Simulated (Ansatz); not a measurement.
# RhSe2: the cost of one run

Method: DFT, PBE, plane-wave PAW, default files, scalar-relativistic, as far as a step names no other, in Ansatz 0.2.0.

## 1. The starting structure

It takes space group Pa-3 (No. 205, cubic). The conventional cell has a = 5.982 Å, b = 5.982 Å, c = 5.982 Å, α = 90.00°, β = 90.00°, γ = 90.00°. Rh (site symmetry -3) is surrounded by 6 Se at 2.50 Å. Se (site symmetry 3) has 1 Se at 2.43 Å and 3 Rh at 2.50 Å as nearest neighbours.

Structure file:

```
CELL_PARAMETERS angstrom
5.98200 0.00000 0.00000
0.00000 5.98200 0.00000
0.00000 0.00000 5.98200
ATOMIC_POSITIONS crystal
Rh 0.00000 0.00000 0.00000
Rh 0.50000 0.00000 0.50000
Rh 0.50000 0.50000 0.00000
Rh 0.00000 0.50000 0.50000
Se 0.38270 0.38270 0.38270
Se 0.11730 0.61730 0.88270
Se 0.88270 0.11730 0.61730
Se 0.61730 0.88270 0.11730
Se 0.61730 0.61730 0.61730
Se 0.88270 0.38270 0.11730
Se 0.11730 0.88270 0.38270
Se 0.38270 0.11730 0.88270
```

## 2. Single point at the given positions

Input file input.yaml:

```yaml
crystal:
  lattice:
    - [5.982, 0.0, 0.0]
    - [0.0, 5.982, 0.0]
    - [0.0, 0.0, 5.982]
  atoms:
    - { symbol: Rh, position: [0.0, 0.0, 0.0] }
    - { symbol: Rh, position: [0.5, 0.0, 0.5] }
    - { symbol: Rh, position: [0.5, 0.5, 0.0] }
    - { symbol: Rh, position: [0.0, 0.5, 0.5] }
    - { symbol: Se, position: [0.3827, 0.3827, 0.3827] }
    - { symbol: Se, position: [0.1173, 0.6173, 0.8827] }
    - { symbol: Se, position: [0.8827, 0.1173, 0.6173] }
    - { symbol: Se, position: [0.6173, 0.8827, 0.1173] }
    - { symbol: Se, position: [0.6173, 0.6173, 0.6173] }
    - { symbol: Se, position: [0.8827, 0.3827, 0.1173] }
    - { symbol: Se, position: [0.1173, 0.8827, 0.3827] }
    - { symbol: Se, position: [0.3827, 0.1173, 0.8827] }
kpoints:
  mp_grid: { grid: [5, 5, 5] }
scf:
  occupations: { method: fermi_dirac, width: 0.05 }
hamiltonian:
  xc: pbe
  pseudopotentials: { kind: paw }
output:
  forces: true
  stress: true
  populations: true
  efg: { contact_densities: true }
```

Started as:

```bash
> ansatz run input.yaml --threads 1 --pin off --max-ram 2560MiB --backend cpu --events-out ev --progress --plain --runs-dir out
```

**Question.** How long does this run take on 1 thread of Arm Neoverse V1, shared host, and how much memory does it need?

About 26 s, with a peak of 0.6 GiB.
